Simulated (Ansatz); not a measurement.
# GaH5OSi: the cost of one run

Method: PBE0-D4/def2-TZVP structures, single points in def2-TZVPP, no counterpoise correction; program: Ansatz 0.2.0, Gaussian basis.

Levels: SPW92, PBE-D4, BLYP-D4, r2SCAN-D4, B97M-V, PBE0-D4, B3LYP-D4, r2SCAN0-D4, BHLYP-D4, CAM-B3LYP-D4, wB97X-V, wB97M-V, B2PLYP, PBE-QIDH, RPA on PBE, Hartree-Fock, MP2, CCSD, CCSD(T).

Correlated methods freeze the cores. Filled d shells of the heavier atoms are correlated. B3LYP uses VWN-RPA correlation. B2PLYP carries no dispersion term here.

94 further runs of the same task are left out: 94 set aside as unsound or not needed.

## 1. The system as given

The complex: 10 atoms, charge 0, spin multiplicity 1.

Atoms are counted from 1 here; the program's logs count them from 0.

Bond lengths: Ga1–H3 1.561 Å, Ga1–H4 1.556 Å, Ga1–O6 1.789 Å, H2–H5 0.751 Å, O6–Si7 1.627 Å, Si7–H8 1.489 Å, Si7–H9 1.493 Å, Si7–H10 1.488 Å. Angles: H3–Ga1–H4 129.7°, H3–Ga1–O6 116.2°, H4–Ga1–O6 113.9°, Ga1–O6–Si7 138.7°, O6–Si7–H8 110.2°, O6–Si7–H9 111.5°, O6–Si7–H10 110.1°, H8–Si7–H9 108.0°, H8–Si7–H10 108.6°, H9–Si7–H10 108.4°.

As a file:

```xyz
10
GaH7OSi
Ga   -1.04391    0.15259   -1.11967
H     1.05560    1.42277   -1.84181
H    -0.40097   -0.93109   -2.04115
H    -2.07704    1.26405   -1.46263
H     0.70782    1.98568   -1.48663
O    -0.62672    0.06217    0.61742
Si    0.35853   -0.78685    1.59503
H     1.41363    0.10058    2.15753
H     1.03241   -1.89869    0.86140
H    -0.41935   -1.37122    2.72051
```

Its parts: GaH₅OSi holds atoms 1, 3, 4, 6, 7, 8, 9, 10; H₂ holds atoms 2, 5. Each part counts its atoms afresh in its own runs.

## 2. Relaxing GaH₅OSi alone

The input, relax-a/in.yaml:

```yaml
crystal:
  periodic: [false, false, false]
  atoms:
    - {symbol: Ga, position_ang: [-1.043906, 0.152591, -1.119667]}
    - {symbol: H, position_ang: [-0.400972, -0.931085, -2.041151]}
    - {symbol: H, position_ang: [-2.077036, 1.264054, -1.462627]}
    - {symbol: O, position_ang: [-0.626722, 0.062172, 0.617420]}
    - {symbol: Si, position_ang: [0.358531, -0.786855, 1.595033]}
    - {symbol: H, position_ang: [1.413626, 0.100585, 2.157527]}
    - {symbol: H, position_ang: [1.032413, -1.898694, 0.861399]}
    - {symbol: H, position_ang: [-0.419348, -1.371225, 2.720506]}
basis:
  gaussian: {orbitals: def2-TZVP}
hamiltonian: {xc: pbe0, dispersion: d4}
relax: {f_tol: 0.005, max_steps: 200}
```

Run with:

```
$ ansatz run in.yaml --threads 4 --pin off --events-out ev --progress --plain --max-ram 9574MiB
```

**Question.** How long does this run take on 4 threads of Arm Neoverse V1, shared host?

About 15 s.
